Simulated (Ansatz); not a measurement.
# CH₁₀BNSi₂: up Jacob's ladder to CCSD(T)

An exercise on one series of results from a longer session: the logs are not shown, and one member is left open.

Computed with Ansatz 0.2.0, Gaussian basis. Level: functionals in def2-TZVPP, the program's frozen cores in correlated methods.

The runs, in order: LDA (SPW92), PBE-D4, revPBE-D4, BLYP-D4, r2SCAN-D4, B97M-V, PBE0-D4, B3LYP-D4, r2SCANh-D4, r2SCAN0-D4, HSE06-D4, BHLYP-D4, CAM-B3LYP-D4, LC-ωPBE, ωB97X-V, ωB97M-V, B2PLYP, PBE-QIDH; CCSD(T)/def2-SVP; CCSD(T)/def2-TZVPP; MP2/def2-QZVPP; extrapolation to the limit; RPA on PBE.

## The geometry

All runs share one geometry, relaxed beforehand with PBE0-D4 in a triple-zeta def2 set.

SMILES `CBN([SiH3])[SiH3]`, 15 atoms, charge 0, spin multiplicity 1.

Atoms are counted from 1 here; the program's logs count them from 0.

Bond lengths: C1–B2 1.563 Å, C1–H6 1.090 Å, C1–H7 1.096 Å, C1–H8 1.096 Å, B2–N3 1.420 Å, B2–H9 1.211 Å, N3–Si4 1.755 Å, N3–Si5 1.748 Å, Si4–H10 1.484 Å, Si4–H11 1.489 Å, Si4–H12 1.483 Å, Si5–H13 1.481 Å, Si5–H14 1.486 Å, Si5–H15 1.486 Å. Angles: B2–C1–H6 116.3°, B2–C1–H7 109.1°, B2–C1–H8 109.2°, H6–C1–H7 108.3°, H6–C1–H8 108.3°, H7–C1–H8 105.0°, C1–B2–N3 126.9°, C1–B2–H9 117.7°, N3–B2–H9 115.4°, B2–N3–Si4 114.1°, B2–N3–Si5 127.9°, Si4–N3–Si5 118.1°, N3–Si4–H10 111.0°, N3–Si4–H11 107.3°, N3–Si4–H12 110.9°, H10–Si4–H11 109.0°, H10–Si4–H12 109.5°, H11–Si4–H12 109.0° and more.

The first run:

Input file in.yaml:

```yaml
crystal:
  periodic: [false, false, false]
  atoms:
    - {symbol: C, position_ang: [0.513120, 1.629107, -1.488819]}
    - {symbol: B, position_ang: [-0.320237, 0.400460, -0.999823]}
    - {symbol: N, position_ang: [-0.151506, -0.315045, 0.214947]}
    - {symbol: Si, position_ang: [-1.262562, -1.658401, 0.414877]}
    - {symbol: Si, position_ang: [1.005739, -0.009061, 1.488232]}
    - {symbol: H, position_ang: [1.312529, 1.964603, -0.827709]}
    - {symbol: H, position_ang: [0.948968, 1.400146, -2.468303]}
    - {symbol: H, position_ang: [-0.161677, 2.474103, -1.669167]}
    - {symbol: H, position_ang: [-1.206832, 0.000145, -1.720253]}
    - {symbol: H, position_ang: [-2.666914, -1.182935, 0.470257]}
    - {symbol: H, position_ang: [-0.924292, -2.325282, 1.702213]}
    - {symbol: H, position_ang: [-1.114483, -2.636500, -0.690348]}
    - {symbol: H, position_ang: [1.791350, 1.213643, 1.204382]}
    - {symbol: H, position_ang: [1.929150, -1.166067, 1.621705]}
    - {symbol: H, position_ang: [0.285847, 0.160384, 2.777208]}
basis:
  gaussian: {orbitals: def2-TZVPP}
hamiltonian: {xc: lda}
output: {orbitals: {seedname: orbitals}}
```

The run is started by

```
$ ansatz run in.yaml --threads 2 --pin off --events-out ev --progress --plain --max-ram 32768MiB --backend cuda --devices 0, --max-vram 18GiB
```

Among the steps run: LDA; PBE-D4 (GGA); revPBE-D4 (GGA); BLYP-D4 (GGA); r2SCAN-D4 (meta-GGA); B97M-V (meta-GGA); B3LYP-D4 (hybrid); r2SCANh-D4 (hybrid); r2SCAN0-D4 (hybrid); HSE06-D4 (hybrid); BHLYP-D4 (hybrid); CAM-B3LYP-D4 (range-separated); LC-ωPBE (range-separated); ωB97X-V (range-separated); ωB97M-V (range-separated); B2PLYP (double hybrid); PBE-QIDH (double hybrid).

One table of the session follows, with a row left open; its other results are not shown here.

It belongs to the step «Frontier levels by functional». 

| functional | HOMO (eV) | gap (eV) |
| --- | --- | --- |
| LDA (SPW92) | ? | ? |
| PBE-D4 | -6.96 | 5.80 |
| revPBE-D4 | -6.92 | 5.87 |
| BLYP-D4 | -6.83 | 5.84 |
| r2SCAN-D4 | -7.23 | 6.42 |
| B97M-V | -7.37 | 6.46 |
| PBE0-D4 | -8.20 | 8.01 |
| B3LYP-D4 | -7.99 | 7.60 |
| r2SCANh-D4 | -7.69 | 7.22 |
| r2SCAN0-D4 | -8.39 | 8.41 |
| HSE06-D4 | -7.80 | 7.23 |
| BHLYP-D4 | -9.36 | 10.21 |
| CAM-B3LYP-D4 | -9.54 | 10.45 |
| LC-ωPBE | -10.90 | 12.96 |
| ωB97X-V | -10.56 | 12.50 |
| ωB97M-V | -10.45 | 12.12 |

Estimate the missing values for LDA (SPW92).

The run gave: HOMO (eV): -7.04; gap (eV): 5.63. In the column «HOMO (eV)» it lies between r2SCAN-D4 (-7.23) and PBE-D4 (-6.96).
